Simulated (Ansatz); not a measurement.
# GaH5S (built from SMILES S.[GaH3]): a barrier at many levels of theory

Aim: the barrier and energy of one elementary step (Ga1–S6 tightened, H2–H5 formed, Ga1–H2 broken, H5–S6 broken) from LDA up to coupled cluster, on fixed structures, to see where each rung fails.

The runs use Ansatz 0.2.0, Gaussian basis; single points in def2-TZVPP on PBE0-D4/def2-TZVP structures.

Levels: SPW92, PBE-D4, BLYP-D4, r2SCAN-D4, B97M-V, PBE0-D4, B3LYP-D4, r2SCAN0-D4, BHLYP-D4, CAM-B3LYP-D4, wB97X-V, wB97M-V, B2PLYP, PBE-QIDH, RPA on PBE, Hartree-Fock, MP2, CCSD, CCSD(T). The reference is CCSD(T) at the basis limit, from triple and quadruple zeta. Zero-point energies come from PBE0-D4 vibrations.

Cores are frozen in the correlated methods. Filled d shells of the heavier atoms are correlated. B3LYP uses VWN-RPA correlation. B2PLYP carries no dispersion term here.

81 further runs of the same task are left out: 1 that didn't finish, 80 set aside as unsound or not needed.

## (1) Start, saddle and end, as given

Charge 0, multiplicity 1. The folders r, ts and p hold the start, the saddle and the end; their coordinates stand in the first inputs.

| pair | r (Å) | ts (Å) | p (Å) |
| --- | --- | --- | --- |
| Ga1–S6 | 2.599 | 2.469 | 2.204 |
| H2–H5 | 3.197 | 1.119 | 0.749 |
| Ga1–H2 | 1.576 | 1.727 | 2.790 |
| H5–S6 | 1.343 | 1.632 | 3.437 |

## (2) SPW92/def2-TZVPP

The input, r/in.yaml:

```yaml
crystal:
  periodic: [false, false, false]
  atoms:
    - {symbol: Ga, position_ang: [-0.925344, -0.255736, -0.589692]}
    - {symbol: H, position_ang: [-0.187366, 0.495921, -1.761861]}
    - {symbol: H, position_ang: [-0.893591, -1.829458, -0.555406]}
    - {symbol: H, position_ang: [-2.034699, 0.508424, 0.225312]}
    - {symbol: H, position_ang: [1.969267, -0.317184, 0.453415]}
    - {symbol: S, position_ang: [0.922088, 0.044497, 1.213308]}
    - {symbol: H, position_ang: [1.149747, 1.353535, 1.014825]}
basis:
  gaussian: {orbitals: def2-TZVPP}
hamiltonian: {xc: lda}
```

The input, ts/in.yaml:

```yaml
crystal:
  periodic: [false, false, false]
  atoms:
    - {symbol: Ga, position_ang: [-0.795948, -0.342870, -0.292323]}
    - {symbol: H, position_ang: [0.426160, 0.210522, -1.379207]}
    - {symbol: H, position_ang: [-0.995751, -1.864260, -0.530838]}
    - {symbol: H, position_ang: [-1.778025, 0.821529, 0.012701]}
    - {symbol: H, position_ang: [1.007436, 0.148164, -0.425611]}
    - {symbol: S, position_ang: [1.180560, -0.134529, 1.171953]}
    - {symbol: H, position_ang: [0.955669, 1.161443, 1.443225]}
basis:
  gaussian: {orbitals: def2-TZVPP}
hamiltonian: {xc: lda}
```

The input, p/in.yaml:

```yaml
crystal:
  periodic: [false, false, false]
  atoms:
    - {symbol: Ga, position_ang: [-0.718746, -0.397844, 0.299563]}
    - {symbol: H, position_ang: [0.494822, 0.266679, -2.122884]}
    - {symbol: H, position_ang: [-0.929325, -1.817279, -0.309386]}
    - {symbol: H, position_ang: [-1.585423, 0.870045, 0.024630]}
    - {symbol: H, position_ang: [1.075498, 0.241777, -1.649755]}
    - {symbol: S, position_ang: [0.931141, -0.233376, 1.751642]}
    - {symbol: H, position_ang: [0.732133, 1.069998, 2.006090]}
basis:
  gaussian: {orbitals: def2-TZVPP}
hamiltonian: {xc: lda}
```

The same command starts each run, in its folder.

Command:

```
$ ansatz run in.yaml --threads 2 --pin off --events-out ev --progress --plain --max-ram 4352MiB
```

After this run come: PBE-D4/def2-TZVPP; BLYP-D4/def2-TZVPP; r2SCAN-D4/def2-TZVPP; B97M-V/def2-TZVPP; PBE0-D4/def2-TZVPP; B3LYP-D4/def2-TZVPP; r2SCAN0-D4/def2-TZVPP; BHLYP-D4/def2-TZVPP; CAM-B3LYP-D4/def2-TZVPP; wB97X-V/def2-TZVPP; wB97M-V/def2-TZVPP; B2PLYP/def2-TZVPP; PBE-QIDH/def2-TZVPP; RPA on PBE/def2-TZVPP; CCSD(T)/def2-TZVPP; MP2/def2-QZVPP; Vibrations of the start structure; Vibrations of the end structure.

Before running it: what results should come out? Wanted: barrier, CCSD(T)/CBS; reverse barrier, CCSD(T)/CBS; step energy, CCSD(T)/CBS; barrier with zero-point energy; step energy with zero-point energy; imaginary mode at the saddle; largest T1 diagnostic.

As calculated:

```
                          quantity         value
              barrier, CCSD(T)/CBS   76.8 kJ/mol
      reverse barrier, CCSD(T)/CBS  122.4 kJ/mol
          step energy, CCSD(T)/CBS  -45.6 kJ/mol
    barrier with zero-point energy   71.5 kJ/mol
step energy with zero-point energy  -53.5 kJ/mol
      imaginary mode at the saddle    1094i cm⁻¹
             largest T1 diagnostic         0.014
```

In words: Among the functionals B2PLYP lands nearest to CCSD(T)/CBS (+1.1 kJ/mol) and SPW92 farthest (-40.4 kJ/mol). By rung, the mean size of the error is: LDA 40.4, GGA 19.4, meta-GGA 13.3, hybrid 9.6, range-separated hybrid 5.8, double hybrid 1.6 kJ/mol. PBE-D4 gives a barrier 26.1 kJ/mol too low, outside chemical accuracy (1 kcal/mol, 4.2 kJ/mol). Every functional without exact exchange puts the barrier too low, the usual mark of self-interaction error, which favours the spread-out density of a saddle. The barrier rises with the share of exact exchange, from BLYP-D4 through B3LYP-D4 to BHLYP-D4 (-12.6, -3.1, +13.5 kJ/mol). Hartree-Fock, with no correlation, is off by +48.7 kJ/mol. Zero-point motion lowers the barrier by 5.3 kJ/mol.
